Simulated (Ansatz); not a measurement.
# BrGaH6N2O: the cost of one run

All numbers below are computed with Ansatz 0.2.0 (RKS PBE0-D4/def2-SVP).

### Step 1. The structure to begin with

Bond lengths: Ga1–O2 2.140 Å, O2–H3 1.010 Å, Ga1–N4 1.930 Å, N4–H5 1.060 Å, N4–H6 1.060 Å, Ga1–N7 1.930 Å, N7–H8 1.060 Å, N7–H9 1.060 Å, Ga1–Br10 2.720 Å, Br10–H11 1.760 Å. Angles: Ga1–O2–H3 109.5°, O2–Ga1–N4 120.0°, O2–Ga1–N7 120.0°, O2–Ga1–Br10 71.6°, N4–Ga1–N7 120.0°, N4–Ga1–Br10 96.8°, N7–Ga1–Br10 101.3°, Ga1–N4–H5 120.0°, Ga1–N4–H6 120.0°, H5–N4–H6 120.0°, Ga1–N7–H8 120.0°, Ga1–N7–H9 120.0°, H8–N7–H9 120.0°, Ga1–Br10–H11 59.5°.

Structure file:

```xyz
11

Ga    0.0000    0.0000    0.0000
O     0.0000    0.0000    2.1400
H    -0.9095   -0.2814    2.4771
N     1.6714    0.0000   -0.9650
H     2.1380   -0.9179   -1.2168
H     2.1227    0.9179   -1.2432
N    -1.6714    0.0000   -0.9650
H    -2.3403   -0.8164   -0.8664
H    -1.9204    0.8164   -1.5936
Br    0.1219    2.5784    0.8577
H     0.0593    1.2550    2.0160
```

### Step 2. Pulling towards end A

Springs on the bonds that form and break draw the guess towards this end; the thresholds are loose.

input.yaml

```yaml
crystal:
  periodic: [false, false, false]
  atoms:
    - { symbol: Ga, position_ang: [0.0, 0.0, 0.0] }
    - { symbol: O, position_ang: [0.0, 0.0, 2.14] }
    - { symbol: H, position_ang: [-0.9095, -0.2814, 2.4771] }
    - { symbol: "N", position_ang: [1.6714, 0.0, -0.965] }
    - { symbol: H, position_ang: [2.138, -0.9179, -1.2168] }
    - { symbol: H, position_ang: [2.1227, 0.9179, -1.2432] }
    - { symbol: "N", position_ang: [-1.6714, 0.0, -0.965] }
    - { symbol: H, position_ang: [-2.3403, -0.8164, -0.8664] }
    - { symbol: H, position_ang: [-1.9204, 0.8164, -1.5936] }
    - { symbol: Br, position_ang: [0.1219, 2.5784, 0.8577] }
    - { symbol: H, position_ang: [0.0593, 1.255, 2.016] }
basis:
  gaussian: { orbitals: def2-SVP }
hamiltonian:
  xc: pbe0
  dispersion: d4
relax:
  f_tol: 0.15
  max_steps: 25
  restrain:
    - { distance: [0, 9], at: 3.62, k: 30.0 }
    - { distance: [10, 1], at: 2.21, k: 30.0 }
    - { distance: [0, 1], at: 1.79, k: 30.0 }
    - { distance: [10, 9], at: 1.55, k: 30.0 }
```

On the command line:

```
ansatz run input.yaml --threads 4 --pin off --max-ram 5120MiB --backend cpu --events-out ev --progress --plain --runs-dir out
```

What time and memory should one allow on 4 threads of Arm Neoverse V2, shared host?

About 44 s, with a peak of 0.41 GiB.
